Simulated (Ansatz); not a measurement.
# CrCuSe2: the cost of one run

Computed with Ansatz 0.2.0 (DFT PBEsol+U (U = 4 eV, J = 0.9 eV on Cr d), plane waves, PAW, unless a step's input says otherwise).

2 further runs of the same task are left out: 2 that didn't finish. Runs told in other sessions of the task aren't counted.

### Step 1. Starting point

It takes space group R-3m (No. 166, trigonal). The conventional cell has a = 3.745 Å, b = 3.745 Å, c = 20.393 Å, α = 90.00°, β = 90.00°, γ = 120.00°. Cu (site symmetry -3m) has 6 Se at 2.97 Å in its first shell of neighbours. Cr (site symmetry -3m) is surrounded by 6 Se at 2.55 Å. Se (site symmetry 3m) has 3 Cr at 2.55 Å and 3 Cu at 2.97 Å in its first shell of neighbours.

Coordinates:

```cif
data_structure
_symmetry_space_group_name_H-M 'P 1'
_symmetry_Int_Tables_number 1
_cell_length_a 13.7662
_cell_length_b 13.7662
_cell_length_c 14.2665
_cell_angle_alpha 15.218
_cell_angle_beta 15.218
_cell_angle_gamma 15.635
_cell_volume 165.12
loop_
_atom_site_label
_atom_site_type_symbol
_atom_site_fract_x
_atom_site_fract_y
_atom_site_fract_z
_atom_site_occupancy
Cu1 Cu 0.50000 0.50000 0.75000 1
Cr1 Cr 0.00000 0.00000 0.00000 1
Se1 Se 0.26670 0.26670 0.86665 1
Se2 Se 0.73330 0.73330 0.63335 1
Cu2 Cu 0.50000 0.50000 0.25000 1
Cr2 Cr 0.00000 0.00000 0.50000 1
Se3 Se 0.26670 0.26670 0.36665 1
Se4 Se 0.73330 0.73330 0.13335 1
```

An earlier series on this cell reached its lowest free state from «ferrimagnetic site moments held at first, then free», perhaps among other starts.

### Step 2. Ferromagnetic start, free, default search

input.yaml

```yaml
crystal:
  lattice:
    - [1.87244041, -1.08105398, 13.5953464]
    - [-1.87244041, -1.08105398, 13.5953464]
    - [0.0, -4.3242159, 13.5953464]
  atoms:
    - { symbol: Cu, position: [0.5, 0.5, 0.75] }
    - { symbol: Cr, position: [0.0, 0.0, 0.0], spin: 3.0 }
    - { symbol: Se, position: [0.2667, 0.2667, 0.86665] }
    - { symbol: Se, position: [0.7333, 0.7333, 0.63335] }
    - { symbol: Cu, position: [0.5, 0.5, 0.25] }
    - { symbol: Cr, position: [0.0, 0.0, 0.5], spin: 3.0 }
    - { symbol: Se, position: [0.2667, 0.2667, 0.36665] }
    - { symbol: Se, position: [0.7333, 0.7333, 0.13335] }
basis:
  ecutwfc: 420
  ecutrho_ratio: 4
kpoints:
  mp_grid: { grid: [6, 6, 6] }
hamiltonian:
  xc: pbesol
  hubbard:
    sites:
      - { site: 1, l: d, u: 4.0, j: 0.9 }
      - { site: 5, l: d, u: 4.0, j: 0.9 }
scf:
  occupations: { method: gaussian, width: 0.05 }
output:
  forces: true
  stress: true
  eigenvalues: true
  populations: true
  hubbard: { sites: [{ site: 1, l: d }, { site: 5, l: d }] }
magnetization:
  spin_polarized: true
```

Launch:

```sh
$ ansatz run input.yaml --threads 4 --pin off --max-ram 6144MiB --backend cpu --events-out ev --progress --plain --runs-dir out
```

What time and memory should one allow on 4 threads of Arm Neoverse V2, shared host?

About 28 s, with a peak of 1.2 GiB.
